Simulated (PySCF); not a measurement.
**H3NO2Si, a complex of two parts as drawn: interaction energy**

An exercise on one series of results from a longer session: the logs are not shown, and one member is left open.

Programs: PySCF 2.14.0. All values are calculated, for the isolated system unless a continuum is named. Atoms count from 0, parts from 1.

### Starting point

7 atoms, charge 0, multiplicity 1; geometry: GFN2-xTB. Parts: 1 = atoms 0–2, `O=[Si]=O`, charge 0; 2 = atoms 3–6, `N`, charge 0.

Set-up of the first run:

The job: settings as JSON, then the geometry in Å.

```
{"job": {"xc": "PBE0", "basis": "def2-SVPD", "d3": "d3bj", "grid": 2, "kind": "geom", "shake": 0.01}, "charge": 0, "multiplicity": 1, "parts": [{"atoms": "0-2", "charge": 0, "multiplicity": 1}, {"atoms": "3-6", "charge": 0, "multiplicity": 1}]}
O     -1.064725     0.818709    -0.578683
Si     0.051415     0.518998     0.333703
O      1.122340    -0.199968     1.071725
N      0.375746     2.535874     1.218235
H      0.929404     2.445413     2.030371
H      0.778565     3.148955     0.542517
H     -0.548548     2.917705     1.476191
```

On the command line:

```sh
> OMP_NUM_THREADS=1 python cluster_run.py task.json out
```

This one command runs all jobs of the session in turn.

Steps of the session up to this table: Relaxing the molecule at PBE0-D3(BJ)/def2-SVPD; Coupled-cluster interaction energy: CCSD(T) and MP2.

One table of the session follows, with a row left open; its other results are not shown here.

It belongs to the step «Coupled-cluster interaction energy: CCSD(T) and MP2». 

| method | interaction energy (kcal/mol) |
| --- | --- |
| HF/aug-cc-pVDZ | ? |
| MP2/aug-cc-pVDZ | -33.17 |
| CCSD/aug-cc-pVDZ | -35.63 |
| CCSD(T)/aug-cc-pVDZ | -33.49 |
| HF/aug-cc-pVTZ | -47.41 |
| MP2/aug-cc-pVTZ | -39.02 |
| SCS-MP2/aug-cc-pVTZ | -38.05 |
| MP2, extrapolated | -39.96 |
| CCSD(T), limit estimate | -40.28 |

Q: Estimate the row for HF/aug-cc-pVDZ from the others.

As computed: interaction energy (kcal/mol): -43.80. In the column «interaction energy (kcal/mol)» it lies between HF/aug-cc-pVTZ (-47.41) and CCSD(T), limit estimate (-40.28).

At this geometry Si1 and N3 of different parts are bonded (1.95 Å), so this energy is that of a chemical bond rather than of a weak contact.

To keep in mind: At this geometry a test (T1, the size of the triples or of CCSD(T) less MP2, charge moved between the parts) flags the run, so its CCSD(T) estimate is not taken as a benchmark. The interaction energy leaves out the deformation of the parts, 6.41 kcal/mol (MP2); added to the CCSD(T) estimate it gives a binding of about -33.86 kcal/mol.
